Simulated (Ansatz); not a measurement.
# CH4BFO2: small, medium and large basis sets

Aim: see how fast density functionals converge with the basis set for CH4BFO2.

Computed with Ansatz 0.2.0, Gaussian basis. Level: one geometry, several basis sets.

Plan: PBE0-D4/def2-SVP; ωB97M-V/def2-SVP; PBE0-D4/def2-QZVPP; ωB97M-V/def2-QZVPP; the functionals' def2-TZVPP values are taken from earlier runs.

## Step 1: The relaxed structure

All runs share one geometry, relaxed beforehand with PBE0-D4 in a triple-zeta def2 set.

9 atoms, charge 0, spin multiplicity 1.

Atoms are counted from 1 here; the program's logs count them from 0.

Bond lengths: B1–C2 1.593 Å, B1–O3 1.349 Å, B1–H6 1.197 Å, C2–O4 1.371 Å, C2–F5 1.414 Å, C2–H7 1.093 Å, O3–H8 0.960 Å, O4–H9 0.964 Å. Angles: C2–B1–O3 115.2°, C2–B1–H6 122.9°, O3–B1–H6 121.8°, B1–C2–O4 115.2°, B1–C2–F5 103.0°, B1–C2–H7 115.5°, O4–C2–F5 110.1°, O4–C2–H7 107.1°, F5–C2–H7 105.4°, B1–O3–H8 114.7°, C2–O4–H9 108.7°.

## Step 2: PBE0-D4 in def2-SVP

Input file in.yaml:

```yaml
crystal:
  periodic: [false, false, false]
  atoms:
    - {symbol: B, position_ang: [-0.129881, -0.145530, -0.803214]}
    - {symbol: C, position_ang: [0.415518, 0.746509, 0.398116]}
    - {symbol: O, position_ang: [-0.826552, -1.240691, -0.435215]}
    - {symbol: O, position_ang: [-0.139716, 0.478757, 1.622551]}
    - {symbol: F, position_ang: [1.797472, 0.446885, 0.414956]}
    - {symbol: H, position_ang: [0.099088, 0.101067, -1.952382]}
    - {symbol: H, position_ang: [0.354701, 1.827716, 0.246982]}
    - {symbol: H, position_ang: [-1.094757, -1.808997, -1.161012]}
    - {symbol: H, position_ang: [-0.387375, -0.452315, 1.652218]}
basis:
  gaussian: {orbitals: def2-SVP}
hamiltonian: {xc: pbe0, dispersion: d4}
output: {orbitals: {seedname: orbitals}}
```

Launch:

```sh
$ ansatz run in.yaml --threads 2 --pin off --events-out ev --progress --plain --max-ram 4352MiB
```

The runs that follow: ωB97M-V in def2-SVP; PBE0-D4 in def2-QZVPP; ωB97M-V in def2-QZVPP.

**Question.** What will the summary of the whole plan be? Wanted: PBE0-D4: double and triple zeta above quadruple; ωB97M-V: double and triple zeta above quadruple.

The runs gave:

| quantity | value |
| --- | --- |
| PBE0-D4: double and triple zeta above quadruple | 10.75, 0.47 eV |
| ωB97M-V: double and triple zeta above quadruple | 11.00, 0.45 eV |

**Reading.** PBE0-D4 gains 10.27 eV from double to triple zeta, then 0.47 eV more. These are total energies; as a rule much of such shifts cancels in differences, which this series doesn't test. The LUMO of ωB97M-V is positive and keeps falling with the basis (1.63 to 1.01 eV): an unbound level that the basis holds in place.
